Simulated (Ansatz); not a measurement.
# Ag3As: the cost of one run

Program: Ansatz 0.2.0 through its Python package. Level of theory: DFT PBEsol, plane waves, PAW. These are calculated values, not measurements.

## (1) The structure

The structure is tetragonal, space group I4/mmm (No. 139). The conventional cell has a = 4.204 Å, b = 4.204 Å, c = 8.351 Å, α = 90.00°, β = 90.00°, γ = 90.00°. Ag (site symmetry -4m2) is surrounded by 8 Ag at 2.96 to 2.97 Å and 4 As at 2.96 Å. Around Ag (site symmetry 4/mmm) lie 8 Ag at 2.96 Å and 4 As at 2.97 Å. As (site symmetry 4/mmm) has 12 Ag at 2.96 to 2.97 Å as nearest neighbours.

The script reads ag3as.extxyz:

```xyz
4
Lattice="-2.101758 2.101758 4.175254 2.101758 -2.101758 4.175254 2.101758 2.101758 -4.175254" Properties=species:S:1:pos:R:3 pbc="T T T"
Ag    0.00000000    2.10175800    2.08762700
Ag    2.10175800    0.00000000    2.08762700
Ag    0.00000000    0.00000000    4.17525400
As    0.00000000    0.00000000    0.00000000
```

## (2) Script

smear_ag3as.py

```python
"""How the energy of Ag3As depends on the smearing."""

import ansatz as az
import matplotlib.pyplot as plt


def main() -> None:
    ag3as = az.Crystal.from_extxyz("ag3as.extxyz")

    calculation = (
        ag3as.calculation()
        .functional("PBEsol")
        .basis(420)
        .kpoints(density=3.8)
        .forces()
        .stress()
    )

    rows = []
    for value in [0.3, 0.2, 0.1, 0.05]:
        report = calculation.occupations("cold", width=value).run(threads=1).report
        rows.append((value, report["free_energy_ev"] / len(report["lattice"]["sites"]), report["n_iterations"], sum(report["stress_gpa"][i][i] for i in range(3)) / 3, max(abs(f) for row in report["forces_ev_ang"] for f in row), report["n_kpoints"]))

    print("  width (eV)   F/atom (eV)    iterations       P (GPa)  max component (eV/A)      k-points")
    for row in rows:
        print(f"{str(row[0]):>12s}  {row[1]:12.5f}  {row[2]:12d}  {row[3]:12.3f}  {row[4]:20.4f}  {row[5]:12d}")

    # differences from the last row
    for row in rows[:-1]:
        shift = 1000 * (row[1] - rows[-1][1])
        print(f"{row[0]}: {shift:+.2f} meV/atom" + ("  (within 2 meV)" if abs(shift) < 2 else ""))
    plt.figure(figsize=(4.5, 3))
    plt.plot([str(row[0]) for row in rows], [1000 * (row[1] - rows[-1][1]) for row in rows], "o-")
    plt.xlabel("width (eV)")
    plt.ylabel("F - F(last) (meV/atom)")
    plt.tight_layout()
    plt.savefig("smear.png", dpi=100)


if __name__ == "__main__":
    main()
```

## (3) The input behind the calls

The package turns the script's settings into the engine's input (first run):

```yaml
crystal:
  lattice:
    - [-2.101758, 2.101758, 4.175254]
    - [2.101758, -2.101758, 4.175254]
    - [2.101758, 2.101758, -4.175254]
  atoms:
    - { symbol: Ag, position: [0.75, 0.25, 0.5] }
    - { symbol: Ag, position: [0.25, 0.75, 0.5] }
    - { symbol: Ag, position: [0.5, 0.5, 0.0] }
    - { symbol: As, position: [0.0, 0.0, 0.0] }
basis:
  ecutwfc: 420.0
kpoints:
  mp_grid:
    kspacing: 0.2631578947368421
hamiltonian:
  xc: pbesol
scf:
  occupations:
    method: cold
    width: 0.3
output:
  forces: true
  stress: true
```

## (4) Launch

Started as:

```sh
$ python smear_ag3as.py
```

What time and memory should one allow on 1 thread of Arm Neoverse V2, shared host?

About 44 s, with a peak of 0.57 GiB.
